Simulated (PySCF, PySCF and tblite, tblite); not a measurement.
# C3H10FGeP: a path driven as pyramidal inversion, and NMR exchange, part 2 of 2

PySCF and tblite. Atoms count from 0. Earlier steps stand in the parts before.

### 9 Kinetics and line shapes

The job: settings as JSON, then the geometry in Å.

```
{"job": {"smiles": "CC[CH](F)[GeH2][PH2]", "charge": 0, "mult": 1, "motion": "inversion", "what": "phosphorus", "atoms": [5], "drives": [{"terms": [["t", [15, 4, 14, 5], 0.3333333333333333], ["t", [4, 14, 15, 5], 0.3333333333333333], ["t", [14, 15, 4, 5], 0.3333333333333333]], "neg": true, "n": 8}], "study": "path", "level": {"kind": "nmr", "xc": "PBE0", "basis": "pcSseg-1"}, "fields": [400, 500, 700], "first": 3, "seed": 841, "kind": "path"}, "charge": 0, "multiplicity": 1}
C      2.359374    -0.580340     0.579484
C      1.032322     0.152150     0.425619
C      0.205473    -0.378453    -0.729480
F     -0.154773    -1.702854    -0.477886
Ge    -1.528199     0.599436    -0.971076
P     -2.469748     0.952278     1.097291
H      2.183984    -1.643010     0.730384
H      2.969882    -0.455015    -0.312683
H      2.910281    -0.194810     1.433915
H      1.203657     1.217635     0.248929
H      0.446553     0.052467     1.344919
H      0.797851    -0.411054    -1.648812
H     -2.347225    -0.189489    -1.970409
H     -1.232414     1.916407    -1.658007
H     -2.631057    -0.410620     1.313062
H     -3.753561     1.084216     0.583340
```

The program printed:

```text
stationary points (kcal/mol above the start)
  n  kind          group   xTB      DFT    lowest mode
  0  minimum      C1       0.00     0.00      35.0
  1  saddle       C1      31.75    25.44    -851.9
  2  minimum      C1       0.35    -0.19      32.6

GFN2-xTB energies: T/K, barrier G, reaction G (kcal/mol), k forward, k back (1/s)
 150.00    30.89     0.40   3.03e-33   1.15e-32
 200.00    30.89     0.39   7.36e-22   1.95e-21
 250.00    30.88     0.38   5.29e-15   1.13e-14
 298.15    30.87     0.37   1.47e-10   2.75e-10
 350.00    30.85     0.36   3.96e-07   6.65e-07
 400.00    30.84     0.35   0.000118   0.000183
 500.00    30.83     0.34       0.35      0.491

PBE0/pcSseg-1 + D3(BJ) energies: T/K, barrier G, reaction G (kcal/mol), k forward, k back (1/s)
 150.00    24.58    -0.14   4.74e-24   2.93e-24
 200.00    24.58    -0.15   5.78e-15   3.93e-15
 250.00    24.57    -0.16   1.74e-09   1.25e-09
 298.15    24.56    -0.17   6.21e-06   4.66e-06
 350.00    24.54    -0.18    0.00345    0.00267
 400.00    24.53    -0.19       0.33       0.26
 500.00    24.52    -0.20        200        163
```

Wall time 2.7 min (1 thread of Intel Xeon Platinum 8259CL at 2.50GHz, shared host); peak memory 0.81 GiB. This counts the whole study up to here.

Barriers by level (kcal/mol; entropies in cal/(mol K)). Zero-point and thermal terms come from xTB in every row. ΔG‡ leaves symmetry out; the rate counts one path; effective ΔG‡, where given, is the barrier that would give that rate by Eyring's equation alone:

| level | ΔE‡ | with zero-point | ΔH‡ | ΔS‡ | ΔG‡ (298 K) | ΔE of reaction | k at 298 K (1/s) | effective ΔG‡ |
| --- | --- | --- | --- | --- | --- | --- | --- | --- |
| GFN2-xTB | 31.75 | 30.89 | 30.93 | 0.2 | 30.87 | 0.35 | 1.5e-10 | 30.87 |
| PBE0/pcSseg-1 + D3(BJ) | 25.44 | 24.58 | 24.62 | 0.2 | 24.56 | -0.19 | 6.2e-06 | 24.56 |

Sites that the driver pairs across this motion, and where their lines would merge (no couplings; faster rotations or exchange between molecules can average them sooner):

| nucleus | sites: shielding (ppm) | proton frequency (MHz) | spread (Hz) | coalescence (K) | lines at 298 K |
| --- | --- | --- | --- | --- | --- |
| ¹⁹F | F3: 414.1; F3 (end): 417.9 | 700 | 2515 | 572 | – |
| ³¹P | P5: 644.7; P5 (end): 651.4 | 700 | 1896 | 565 | – |
| ¹H | H12: 27.05; H12 (end): 27.46 | 700 | 289 | 522 | – |
| ¹³C | C1: 154.2; C1 (end): 155.5 | 700 | 217 | 516 | – |
| ¹³C | C2: 90.1; C2 (end): 89.1 | 700 | 178 | 512 | – |
| ¹H | H10: 29.76; H10 (end): 29.65 | 700 | 80 | 496 | – |
| ¹H | H9: 30.22; H9 (end): 30.31 | 700 | 67 | 492 | – |
| ¹H | H11: 26.68; H11 (end): 26.74 | 700 | 44 | 484 | – |

Rows that set an atom against itself at the end compare its shielding in the two forms.

### 10 Shieldings, start: BHandHLYP/pcSseg-1

The job: settings as JSON, then the geometry in Å.

```
{"job": {"kind": "nmr", "xc": "BHandHLYP", "basis": "pcSseg-1", "pop": false}, "charge": 0, "multiplicity": 1}
C      2.359374    -0.580340     0.579484
C      1.032322     0.152150     0.425619
C      0.205473    -0.378453    -0.729480
F     -0.154773    -1.702854    -0.477886
Ge    -1.528199     0.599436    -0.971076
P     -2.469748     0.952278     1.097291
H      2.183984    -1.643010     0.730384
H      2.969882    -0.455015    -0.312683
H      2.910281    -0.194810     1.433915
H      1.203657     1.217635     0.248929
H      0.446553     0.052467     1.344919
H      0.797851    -0.411054    -1.648812
H     -2.347225    -0.189489    -1.970409
H     -1.232414     1.916407    -1.658007
H     -2.631057    -0.410620     1.313062
H     -3.753561     1.084216     0.583340
```

The program printed:

```text
coarse grid: 59392 points
cycle   1  E = -2638.0450120788  dE = -2.636e-01  |g| = 8.313e-01  |ddm| = 3.437e+00
cycle   2  E = -2638.0510238618  dE = -6.012e-03  |g| = 7.830e-01  |ddm| = 8.400e-01
cycle   3  E = -2638.1195229440  dE = -6.850e-02  |g| = 8.179e-02  |ddm| = 4.839e-01
cycle   4  E = -2638.1204535596  dE = -9.306e-04  |g| = 3.517e-02  |ddm| = 6.235e-02
cycle   5  E = -2638.1206244132  dE = -1.709e-04  |g| = 5.760e-03  |ddm| = 2.441e-02
cycle   6  E = -2638.1206301848  dE = -5.772e-06  |g| = 1.032e-03  |ddm| = 6.511e-03
final grid: 123912 points
cycle   7  E = -2638.1205803697  dE = -2.193e-07  |g| = 8.020e-04  |ddm| = 2.268e-03
cycle   8  E = -2638.1205804092  dE = -3.952e-08  |g| = 7.740e-04  |ddm| = 1.315e-03
cycle   9  E = -2638.1205805090  dE = -9.976e-08  |g| = 5.964e-05  |ddm| = 5.322e-04
cycle  10  E = -2638.1205805097  dE = -7.176e-10  |g| = 1.302e-05  |ddm| = 6.872e-05
converged SCF energy = -2638.1205805097

GIAO shielding tensors (ppm)
atom      isotropic    diamagn.    paramagn.     s11        s22        s33       span
  0 C      172.202     244.281     -72.079    154.360    174.894    187.351     32.991
  1 C      154.375     248.887     -94.512    144.227    152.526    166.374     22.147
  2 C       92.448     247.184    -154.736     51.122     80.324    145.896     94.774
  3 F      429.509     478.394     -48.885    399.459    413.766    475.300     75.841
  4 Ge    1525.085    2756.235   -1231.150   1430.416   1535.719   1609.120    178.705
  5 P      638.701     965.754    -327.053    577.335    606.764    732.005    154.669
  6 H       30.207      29.330       0.877     25.209     29.679     35.732     10.524
  7 H       31.010      29.051       1.959     26.610     28.684     37.737     11.127
  8 H       30.659      28.031       2.628     25.565     28.140     38.273     12.708
  9 H       30.517      32.318      -1.801     24.608     31.948     34.996     10.388
 10 H       30.020      32.848      -2.829     23.578     31.221     35.260     11.682
 11 H       27.064      32.349      -5.284     25.108     26.500     29.585      4.476
 12 H       27.400      29.927      -2.526     20.638     22.259     39.304     18.666
 13 H       27.962      30.103      -2.141     21.794     22.507     39.584     17.790
 14 H       30.645      29.662       0.983     24.555     28.675     38.704     14.149
 15 H       30.884      28.789       2.095     24.847     27.128     40.677     15.830
```

It took 45 s on 1 thread of Intel Xeon Platinum 8259CL at 2.50GHz, shared host; peak memory 0.81 GiB.

In short: HOMO -8.65 eV, LUMO 1.20 eV; dipole 1.12 D.

### 11 Single-point energy, saddle of leg 1: BHandHLYP/pcSseg-1

The job: settings as JSON, then the geometry in Å.

```
{"job": {"kind": "sp", "xc": "BHandHLYP", "basis": "pcSseg-1", "pop": false}, "charge": 0, "multiplicity": 1}
C      2.363754    -0.535478     0.610431
C      0.982231     0.084413     0.439295
C      0.286215    -0.396236    -0.817045
F      0.037616    -1.763125    -0.733175
Ge    -1.526306     0.420427    -1.140454
P     -2.691826     0.650644     0.735681
H      2.286477    -1.619893     0.638376
H      3.013394    -0.256820    -0.217155
H      2.819272    -0.196573     1.537637
H      1.057038     1.174237     0.382648
H      0.352213    -0.164776     1.297800
H      0.931761    -0.275527    -1.693184
H     -2.256557    -0.467386    -2.122711
H     -1.473823     1.833376    -1.666903
H     -2.953252    -0.313668     1.637267
H     -3.228209     1.826386     1.111494
```

The program printed:

```text
coarse grid: 59392 points
cycle   1  E = -2637.9987626002  dE = -1.378e-01  |g| = 8.477e-01  |ddm| = 3.501e+00
cycle   2  E = -2638.0057163311  dE = -6.954e-03  |g| = 8.032e-01  |ddm| = 8.922e-01
cycle   3  E = -2638.0783275728  dE = -7.261e-02  |g| = 8.231e-02  |ddm| = 4.941e-01
cycle   4  E = -2638.0792473029  dE = -9.197e-04  |g| = 3.780e-02  |ddm| = 6.352e-02
cycle   5  E = -2638.0794381764  dE = -1.909e-04  |g| = 5.112e-03  |ddm| = 2.505e-02
cycle   6  E = -2638.0794428519  dE = -4.676e-06  |g| = 1.108e-03  |ddm| = 6.064e-03
final grid: 123912 points
cycle   7  E = -2638.0794482015  dE = -2.113e-07  |g| = 8.469e-04  |ddm| = 2.346e-03
cycle   8  E = -2638.0794482526  dE = -5.113e-08  |g| = 7.874e-04  |ddm| = 1.468e-03
cycle   9  E = -2638.0794483664  dE = -1.138e-07  |g| = 7.394e-05  |ddm| = 6.046e-04
cycle  10  E = -2638.0794483674  dE = -9.968e-10  |g| = 1.408e-05  |ddm| = 7.459e-05
converged SCF energy = -2638.0794483674
```

It took 16 s on 1 thread of Intel Xeon Platinum 8259CL at 2.50GHz, shared host; peak memory 0.72 GiB.

In short: HOMO -6.75 eV, LUMO 0.92 eV; dipole 1.81 D.

### 12 Shieldings, end: BHandHLYP/pcSseg-1

The job: settings as JSON, then the geometry in Å.

```
{"job": {"kind": "nmr", "xc": "BHandHLYP", "basis": "pcSseg-1", "pop": false}, "charge": 0, "multiplicity": 1}
C      2.273714    -0.457137     0.635086
C      0.914141     0.201527     0.432146
C      0.142323    -0.413567    -0.718606
F     -0.191321    -1.729517    -0.408311
Ge    -1.611303     0.496198    -1.131749
P     -3.092475     0.639657     0.617405
H      2.149059    -1.521657     0.819861
H      2.894258    -0.330483    -0.249717
H      2.788162    -0.015504     1.485293
H      1.037941     1.267363     0.220204
H      0.320656     0.101699     1.345631
H      0.767155    -0.475291    -1.614014
H     -2.224033    -0.263845    -2.283599
H     -1.292475     1.865256    -1.697856
H     -2.743164    -0.620025     1.084853
H     -2.162210     1.269971     1.436700
```

The program printed:

```text
coarse grid: 59392 points
cycle   1  E = -2638.0452660978  dE = -2.715e-01  |g| = 8.310e-01  |ddm| = 3.441e+00
cycle   2  E = -2638.0502185134  dE = -4.952e-03  |g| = 7.850e-01  |ddm| = 8.485e-01
cycle   3  E = -2638.1198597384  dE = -6.964e-02  |g| = 8.314e-02  |ddm| = 4.936e-01
cycle   4  E = -2638.1208404208  dE = -9.807e-04  |g| = 3.545e-02  |ddm| = 6.305e-02
cycle   5  E = -2638.1210134176  dE = -1.730e-04  |g| = 5.696e-03  |ddm| = 2.449e-02
cycle   6  E = -2638.1210192879  dE = -5.870e-06  |g| = 9.868e-04  |ddm| = 6.809e-03
final grid: 123912 points
cycle   7  E = -2638.1210053321  dE = -2.075e-07  |g| = 8.138e-04  |ddm| = 2.438e-03
cycle   8  E = -2638.1210053675  dE = -3.542e-08  |g| = 8.116e-04  |ddm| = 1.410e-03
cycle   9  E = -2638.1210054688  dE = -1.013e-07  |g| = 5.673e-05  |ddm| = 5.523e-04
cycle  10  E = -2638.1210054695  dE = -7.340e-10  |g| = 1.295e-05  |ddm| = 6.951e-05
converged SCF energy = -2638.1210054695

GIAO shielding tensors (ppm)
atom      isotropic    diamagn.    paramagn.     s11        s22        s33       span
  0 C      171.935     244.685     -72.750    154.065    174.640    187.100     33.035
  1 C      155.507     248.731     -93.224    143.547    154.428    168.545     24.998
  2 C       91.443     247.278    -155.835     51.551     81.010    141.769     90.218
  3 F      432.819     478.219     -45.400    400.410    417.336    480.711     80.302
  4 Ge    1528.911    2755.777   -1226.866   1389.716   1566.648   1630.369    240.653
  5 P      645.369     966.004    -320.634    579.496    631.945    724.667    145.171
  6 H       30.179      29.504       0.675     25.190     29.601     35.746     10.556
  7 H       30.979      29.337       1.642     26.591     28.735     37.613     11.022
  8 H       30.641      28.370       2.271     25.590     28.067     38.267     12.678
  9 H       30.591      32.722      -2.131     24.567     31.947     35.260     10.693
 10 H       29.861      33.277      -3.416     24.047     31.176     34.358     10.312
 11 H       27.124      32.520      -5.396     25.215     26.784     29.373      4.158
 12 H       27.797      29.496      -1.699     20.758     22.928     39.704     18.946
 13 H       28.003      29.889      -1.885     21.442     22.984     39.583     18.141
 14 H       30.639      30.869      -0.231     24.713     28.500     38.703     13.990
 15 H       30.841      31.118      -0.277     25.001     28.508     39.013     14.012
```

It took 40 s on 1 thread of Intel Xeon Platinum 8259CL at 2.50GHz, shared host; peak memory 1 GiB.

Key values: HOMO -8.52 eV, LUMO 1.27 eV; dipole 1.88 D.

### 13 Second level: BHandHLYP/pcSseg-1 + D3(BJ)

The job: settings as JSON, then the geometry in Å.

```
{"job": {"smiles": "CC[CH](F)[GeH2][PH2]", "charge": 0, "mult": 1, "motion": "inversion", "what": "phosphorus", "atoms": [5], "drives": [{"terms": [["t", [15, 4, 14, 5], 0.3333333333333333], ["t", [4, 14, 15, 5], 0.3333333333333333], ["t", [14, 15, 4, 5], 0.3333333333333333]], "neg": true, "n": 8}], "study": "path", "level": {"kind": "nmr", "xc": "BHandHLYP", "basis": "pcSseg-1", "wide": true}, "fields": [400, 500, 700], "first": 3, "seed": 841, "kind": "pathvar"}, "charge": 0, "multiplicity": 1}
C      2.359374    -0.580340     0.579484
C      1.032322     0.152150     0.425619
C      0.205473    -0.378453    -0.729480
F     -0.154773    -1.702854    -0.477886
Ge    -1.528199     0.599436    -0.971076
P     -2.469748     0.952278     1.097291
H      2.183984    -1.643010     0.730384
H      2.969882    -0.455015    -0.312683
H      2.910281    -0.194810     1.433915
H      1.203657     1.217635     0.248929
H      0.446553     0.052467     1.344919
H      0.797851    -0.411054    -1.648812
H     -2.347225    -0.189489    -1.970409
H     -1.232414     1.916407    -1.658007
H     -2.631057    -0.410620     1.313062
H     -3.753561     1.084216     0.583340
```

The program printed:

```text
stationary points (kcal/mol above the start)
  n  kind          group   xTB      DFT    lowest mode
  0  minimum      C1       0.00     0.00      35.0
  1  saddle       C1      31.75    26.08    -851.9
  2  minimum      C1       0.35    -0.10      32.6

GFN2-xTB energies: T/K, barrier G, reaction G (kcal/mol), k forward, k back (1/s)
 150.00    30.89     0.40   3.03e-33   1.15e-32
 200.00    30.89     0.39   7.36e-22   1.95e-21
 250.00    30.88     0.38   5.29e-15   1.13e-14
 298.15    30.87     0.37   1.47e-10   2.75e-10
 350.00    30.85     0.36   3.96e-07   6.65e-07
 400.00    30.84     0.35   0.000118   0.000183
 500.00    30.83     0.34       0.35      0.491

PBE0/pcSseg-1 + D3(BJ) energies: T/K, barrier G, reaction G (kcal/mol), k forward, k back (1/s)
 150.00    24.58    -0.14   4.74e-24   2.93e-24
 200.00    24.58    -0.15   5.78e-15   3.93e-15
 250.00    24.57    -0.16   1.74e-09   1.25e-09
 298.15    24.56    -0.17   6.21e-06   4.66e-06
 350.00    24.54    -0.18    0.00345    0.00267
 400.00    24.53    -0.19       0.33       0.26
 500.00    24.52    -0.20        200        163

BHandHLYP/pcSseg-1 + D3(BJ) energies: T/K, barrier G, reaction G (kcal/mol), k forward, k back (1/s)
 150.00    25.23    -0.06   5.45e-25   4.52e-25
 200.00    25.22    -0.07   1.14e-15   9.69e-16
 250.00    25.21    -0.07   4.74e-10   4.08e-10
 298.15    25.20    -0.08   2.09e-06   1.82e-06
 350.00    25.19    -0.09    0.00137     0.0012
 400.00    25.18    -0.10      0.146      0.129
 500.00    25.16    -0.12        105       93.2
```

Wall time 4.4 min (1 thread of Intel Xeon Platinum 8259CL at 2.50GHz, shared host); peak memory 1 GiB. This counts the runs that the step sums up.

Barriers by level (kcal/mol; entropies in cal/(mol K)). Zero-point and thermal terms come from xTB in every row. ΔG‡ leaves symmetry out; the rate counts one path; effective ΔG‡, where given, is the barrier that would give that rate by Eyring's equation alone:

| level | ΔE‡ | with zero-point | ΔH‡ | ΔS‡ | ΔG‡ (298 K) | ΔE of reaction | k at 298 K (1/s) | effective ΔG‡ |
| --- | --- | --- | --- | --- | --- | --- | --- | --- |
| GFN2-xTB | 31.75 | 30.89 | 30.93 | 0.2 | 30.87 | 0.35 | 1.5e-10 | 30.87 |
| PBE0/pcSseg-1 + D3(BJ) | 25.44 | 24.58 | 24.62 | 0.2 | 24.56 | -0.19 | 6.2e-06 | 24.56 |
| BHandHLYP/pcSseg-1 + D3(BJ) | 26.08 | 25.23 | 25.27 | 0.2 | 25.20 | -0.10 | 2.1e-06 | 25.20 |

### 14 Results

What follows sums up all 2 parts.

| quantity | value |
| --- | --- |
| barrier (PBE0/pcSseg-1 + D3(BJ)) | ΔE‡ 25.4, ΔG‡(298 K) 24.6 kcal/mol |
| barrier (GFN2-xTB) | ΔE‡ 31.8 kcal/mol |
| rate at 298 K | 6.2e-06 s⁻¹ |
| end of the path | -0.2 kcal/mol from the start |

What this shows: DFT puts the top 25.4 kcal/mol above the start (xTB: 31.8); the rate from the DFT barrier is 6.2e-06 s⁻¹ at 298 K. An error of 1.4 kcal/mol changes that rate tenfold. The moving atom is hydrogen and the barrier is narrow, so tunnelling, which is left out, should speed the exchange. BHandHLYP/pcSseg-1 + D3(BJ) moves the barrier from 25.4 to 26.1 kcal/mol.
